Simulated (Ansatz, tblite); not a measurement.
# Ge15H24 ring rod (Ge₁₄NH₂₄): a ladder of methods and basis sets

An exercise on one series of results from a longer session: the logs are not shown, and one member is left open.

Method: as each input shows; program: Ansatz 0.2.0, Gaussian basis.

The runs, in order: GFN1-xTB, GFN2-xTB, PBE-D4/def2-TZVP, r2SCAN-D4/def2-TZVP, HF/def2-TZVP, PBE-D4/def2-SVP, PBE0-D4/def2-SVP, MP2/def2-SVP.

2 further runs of the same task are left out: 2 set aside as unsound or not needed.

### The relaxed structure

The doublet was relaxed beforehand with PBE-D4/def2-SVP.

39 atoms, charge 0, spin multiplicity 2.

Bond lengths: Ge1–Ge7 2.442 Å, Ge1–Ge10 2.443 Å, Ge1–Ge11 2.451 Å, Ge1–H16 1.559 Å, Ge2–Ge9 2.444 Å, Ge2–Ge10 2.445 Å, Ge2–Ge12 2.445 Å, Ge2–H17 1.560 Å, Ge3–Ge8 2.445 Å, Ge3–Ge13 2.445 Å, Ge3–H18 1.557 Å, Ge3–H19 1.556 Å, Ge4–Ge11 2.451 Å, Ge4–Ge13 2.443 Å, Ge4–H20 1.557 Å, Ge4–H21 1.557 Å, Ge5–Ge11 2.451 Å, Ge5–Ge12 2.449 Å and more. Angles: Ge7–Ge1–Ge10 107.8°, Ge7–Ge1–Ge11 110.1°, Ge7–Ge1–H16 107.8°, Ge10–Ge1–Ge11 109.2°, Ge10–Ge1–H16 111.4°, Ge11–Ge1–H16 110.5°, Ge9–Ge2–Ge10 107.1°, Ge9–Ge2–Ge12 109.3°, Ge9–Ge2–H17 107.3°, Ge10–Ge2–Ge12 110.2°, Ge10–Ge2–H17 111.3°, Ge12–Ge2–H17 111.4°, Ge8–Ge3–Ge13 111.4°, Ge8–Ge3–H18 110.3°, Ge8–Ge3–H19 108.5°, Ge13–Ge3–H18 110.7°, Ge13–Ge3–H19 108.3°, H18–Ge3–H19 107.5° and more.

Geometry (Å):

```xyz
39
Ge14H24N
Ge   -1.0119   -0.9529   -0.4208
Ge    1.6361   -1.1656   -3.2093
Ge   -1.1898   -1.2119    4.8849
Ge    1.8136   -0.9716    2.2939
Ge    1.8285    1.8564   -0.6115
Ge   -1.0109    1.8709    2.3193
Ge   -2.2679    0.3621   -2.0512
Ge   -2.4952    0.3831    3.5695
Ge    0.0220    0.1824   -4.4551
Ge    0.3609   -2.5548   -1.6530
Ge    0.4469    0.5093    0.8995
Ge    3.1468    0.3128   -1.9808
Ge    0.3226   -2.5098    3.4692
Ge    0.4220    3.3079   -1.9952
N    -1.0311    1.1709   -3.2324
H    -2.0401   -1.6753    0.5023
H     2.4102   -2.0375   -4.2452
H    -2.1357   -2.1533    5.6864
H    -0.3340   -0.4188    5.9150
H     2.8261   -1.7448    1.3991
H     2.6271   -0.1360    3.3247
H    -1.4975    1.9383   -3.7382
H     2.8304    2.6779    0.2654
H    -1.8372    2.8509    1.4369
H    -0.1570    2.7150    3.3096
H    -3.2845   -0.5223   -2.8465
H    -3.0399    1.5457   -1.4028
H    -3.3865   -0.3972    2.5613
H    -3.4408    1.1958    4.5026
H    -0.8941   -0.7144   -5.3508
H     0.7014    1.2556   -5.3523
H    -0.5246   -3.5745   -2.4275
H     1.2971   -3.3448   -0.6940
H     4.0931   -0.5507   -1.0951
H     4.0285    1.0937   -3.0003
H    -0.5045   -3.3037    2.4174
H     1.1165   -3.5397    4.3253
H    -0.9391    3.5141   -1.2468
H     1.0926    4.7369   -2.0735
```

PBE0-D4/def2-TZVP was run before; its log isn't repeated, and its numbers join the tables.

Set-up of the first run:

Tight binding, by tblite at 300 K electronic temperature and without a spin-polarisation term:

```python
tblite.interface.Calculator('GFN1-xTB', numbers, positions, charge=0, uhf=1).singlepoint()
```

Tight binding, by tblite at 300 K electronic temperature and without a spin-polarisation term:

```python
tblite.interface.Calculator('GFN2-xTB', numbers, positions, charge=0, uhf=1).singlepoint()
```

start.molden holds the orbitals of an earlier run on this state, given as this run's starting guess.

Contents of in.yaml:

```yaml
crystal:
  periodic: [false, false, false]
  atoms:
    - {symbol: Ge, position_ang: [-1.011892, -0.952883, -0.420821]}
    - {symbol: Ge, position_ang: [1.636051, -1.165631, -3.209316]}
    - {symbol: Ge, position_ang: [-1.189781, -1.211934, 4.884859]}
    - {symbol: Ge, position_ang: [1.813596, -0.971643, 2.293923]}
    - {symbol: Ge, position_ang: [1.828511, 1.856439, -0.611543]}
    - {symbol: Ge, position_ang: [-1.010853, 1.870857, 2.319322]}
    - {symbol: Ge, position_ang: [-2.267887, 0.362086, -2.051164]}
    - {symbol: Ge, position_ang: [-2.495182, 0.383063, 3.569549]}
    - {symbol: Ge, position_ang: [0.022001, 0.182371, -4.455106]}
    - {symbol: Ge, position_ang: [0.360918, -2.554797, -1.653045]}
    - {symbol: Ge, position_ang: [0.446850, 0.509338, 0.899508]}
    - {symbol: Ge, position_ang: [3.146826, 0.312776, -1.980800]}
    - {symbol: Ge, position_ang: [0.322609, -2.509772, 3.469158]}
    - {symbol: Ge, position_ang: [0.421999, 3.307942, -1.995177]}
    - {symbol: N, position_ang: [-1.031079, 1.170946, -3.232395]}
    - {symbol: H, position_ang: [-2.040059, -1.675308, 0.502292]}
    - {symbol: H, position_ang: [2.410240, -2.037510, -4.245227]}
    - {symbol: H, position_ang: [-2.135720, -2.153307, 5.686428]}
    - {symbol: H, position_ang: [-0.333973, -0.418844, 5.915001]}
    - {symbol: H, position_ang: [2.826058, -1.744769, 1.399102]}
    - {symbol: H, position_ang: [2.627119, -0.135955, 3.324712]}
    - {symbol: H, position_ang: [-1.497508, 1.938292, -3.738170]}
    - {symbol: H, position_ang: [2.830351, 2.677939, 0.265449]}
    - {symbol: H, position_ang: [-1.837245, 2.850870, 1.436935]}
    - {symbol: H, position_ang: [-0.157041, 2.715021, 3.309579]}
    - {symbol: H, position_ang: [-3.284527, -0.522284, -2.846511]}
    - {symbol: H, position_ang: [-3.039942, 1.545719, -1.402846]}
    - {symbol: H, position_ang: [-3.386545, -0.397245, 2.561253]}
    - {symbol: H, position_ang: [-3.440795, 1.195754, 4.502594]}
    - {symbol: H, position_ang: [-0.894067, -0.714414, -5.350815]}
    - {symbol: H, position_ang: [0.701367, 1.255570, -5.352300]}
    - {symbol: H, position_ang: [-0.524558, -3.574451, -2.427503]}
    - {symbol: H, position_ang: [1.297108, -3.344814, -0.693966]}
    - {symbol: H, position_ang: [4.093089, -0.550692, -1.095060]}
    - {symbol: H, position_ang: [4.028527, 1.093692, -3.000342]}
    - {symbol: H, position_ang: [-0.504517, -3.303742, 2.417425]}
    - {symbol: H, position_ang: [1.116517, -3.539699, 4.325330]}
    - {symbol: H, position_ang: [-0.939137, 3.514137, -1.246757]}
    - {symbol: H, position_ang: [1.092608, 4.736902, -2.073539]}
basis:
  gaussian: {orbitals: def2-TZVP, fitting: {mean_field: def2-universal-jkfit}, initial_orbitals: start.molden}
magnetization: {spin_polarized: true, initial_magnetization: 1}
hamiltonian: {xc: pbe, dispersion: d4}
scf: {omitted_lower_state_checks: [starts]}
output: {forces: true, orbitals: {seedname: orbitals}}
```

Started as:

```sh
$ ansatz run in.yaml --threads 4 --pin off --events-out ev --progress --plain --max-ram 66560MiB --backend cuda --devices 0, --max-vram 37GiB
```

Steps of the session up to this table: PBE-D4/def2-TZVP; r2SCAN-D4/def2-TZVP; HF/def2-TZVP; PBE-D4/def2-SVP; PBE0-D4/def2-SVP; MP2/def2-SVP.

One table of the session follows, with a row left open; its other results are not shown here.

It belongs to the step «Binding energy». 

```
              level  binding an atom (eV)
        HF/def2-SVP                 1.995
       HF/def2-TZVP                 1.995
    PBE-D4/def2-SVP                 2.850
   PBE-D4/def2-TZVP                     ?
r2SCAN-D4/def2-TZVP                 2.878
   PBE0-D4/def2-SVP                 2.842
  PBE0-D4/def2-TZVP                 2.840
       MP2/def2-SVP                 2.656
```

**Question.** Estimate the row for PBE-D4/def2-TZVP.

The run gave: binding an atom (eV): 2.848. In the column «binding an atom (eV)» it lies between PBE0-D4/def2-SVP (2.842) and PBE-D4/def2-SVP (2.850).

To keep in mind: Free atoms were run apart at each level; binding is atoms less cluster, divided by the number of atoms, without zero-point or spin-orbit terms.
